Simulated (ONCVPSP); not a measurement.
**An ONCV potential for Ba, from input to tests**

Aim: build the potential from the settings below, then test how well it stands in for the atom: other configurations, scattering, ghost states and the plane-wave cutoff that it needs.

Method: ONCVPSP 4.0.1, PBEsol, fully relativistic.

## 1. The design

Typed settings, in words:

* element: barium (Ba, Z = 56)
* type: optimised norm-conserving Vanderbilt (ONCV)
* frozen core: [Kr] 4d10
* valence charge: 10
* reference configuration: 5s2 5p6 6s2
* partial waves: 5s+6s: rc 2.45 bohr, ncon 4, nbas 9, qcut 5 1/bohr, 2 projectors; 5p: rc 2.55 bohr, ncon 4, nbas 8, qcut 6.6 1/bohr, 2 projectors, debl 1.1 Ha; d scattering state at 0.23 Ha: rc 1.95 bohr, ncon 5, nbas 9, qcut 4.2 1/bohr, 3 projectors, debl 1.6 Ha
* local potential: polynomial inside 1.85 bohr (lpopt 5, dvloc0 0 Ha)
* core correction: Teter function, fcfact 5.75, rcfact 1.7

The outer shells as boxes (Hund's rule for the drawing; the calculation is spin-unpolarised):

```
[Kr] core
4d [↑↓][↑↓][↑↓][↑↓][↑↓]
5s [↑↓]
5p [↑↓][↑↓][↑↓]
6s [↑↓]
```

## 2. Generating the potential

Contents of Ba.dat:

```
# ATOM AND REFERENCE CONFIGURATION
# atsym  z   nc   nv     iexc    psfile
  Ba 56.00    9    3  -116133      upf
#
#   n    l    f
    1    0    2.00
    2    0    2.00
    2    1    6.00
    3    0    2.00
    3    1    6.00
    3    2   10.00
    4    0    2.00
    4    1    6.00
    4    2   10.00
    5    0    2.00
    5    1    6.00
    6    0    2.00
#
# PSEUDOPOTENTIAL AND OPTIMIZATION
# lmax
    2
#
#   l,   rc,      ep,       ncon, nbas, qcut
    0    2.45    0.00    4    9    5.00
    1    2.55    0.00    4    8    6.60
    2    1.95    0.23    5    9    4.20
#
# LOCAL POTENTIAL
# lloc, lpopt,  rc(5),   dvloc0
    4    5    1.85    0.00
#
# VANDERBILT-KLEINMAN-BYLANDER PROJECTORs
# l, nproj, debl
    0    2    3.20
    1    2    1.10
    2    3    1.60
#
# MODEL CORE CHARGE
# icmod, fcfact, rcfact
    3    5.75    1.70
#
# LOG DERIVATIVE ANALYSIS
# epsh1, epsh2, depsh
   -3.00    5.00    0.02
#
# OUTPUT GRID
# rlmax, drl
    6.00    0.01
#
# TEST CONFIGURATIONS
# ncnf
    4
# nvcnf
#   n    l    f
    3
    5    0    2.00
    5    1    6.00
    6    0    1.00
#
    3
    5    0    2.00
    5    1    6.00
    6    0    0.00
#
    3
    5    0    2.00
    5    1    6.00
    6    0    1.50
#
    4
    5    0    2.00
    5    1    6.00
    6    0    1.00
    6    1    1.00
#
```

The run is started by

```bash
oncvpspr.x < Ba.dat > Ba.out
```

Before running it: what results should come out? Wanted: cutoffs for 1 and 0.1 mHa per electron, occupied waves; bound ghosts; GHOST(+) flags; largest test error; largest phase difference near zero energy, channels read; rms error of d²Exc/dn², without and with the model core; projector energies reset by the program.

The runs gave:

```
                                                quantity                                                                    value
  cutoffs for 1 and 0.1 mHa per electron, occupied waves                                                          11 Ha and 14 Ha
                                            bound ghosts                                     d5/2 at -68.93 eV, d3/2 at -68.16 eV
                                          GHOST(+) flags  s at 75 eV, d5/2 at 605 eV, d5/2 at 1171 eV, d5/2 at 1891 eV and 2 more
                            largest test error (AE − PS)                                                 -18 meV, for 5s2 5p6 6s0
largest phase difference near zero energy, channels read                                                                0.000 rad
 rms error of d²Exc/dn², without and with the model core                                                        6.72 and 1.45 mHa
                 projector energies reset by the program                                                d: 0.050, 1.650, 3.250 Ha
```

**Reading.** A bound ghost (d5/2, d3/2) makes it unfit for use: electrons can fall into a state that the atom doesn't have. By total energies transferability is good: the largest error is 18 meV on 15.3 eV, for 5s2 5p6 6s0. Atomic tests can pass in spite of a ghost, since they solve only for the levels asked. The potential is soft on the atom at that tolerance: the looser tolerance needs 11 Ha. At the looser tolerance the 5p wave is the slowest; 5s needs 8 Ha. Near zero energy the phases of the channels with partial waves agree within 0.001 rad. The pseudo curves have poles with no partner nearby in the atom's: d5/2 at -2.53 Ha, d3/2 at -2.51 Ha. The program also flags highly localised states, GHOST(+) (s, d5/2, d3/2).
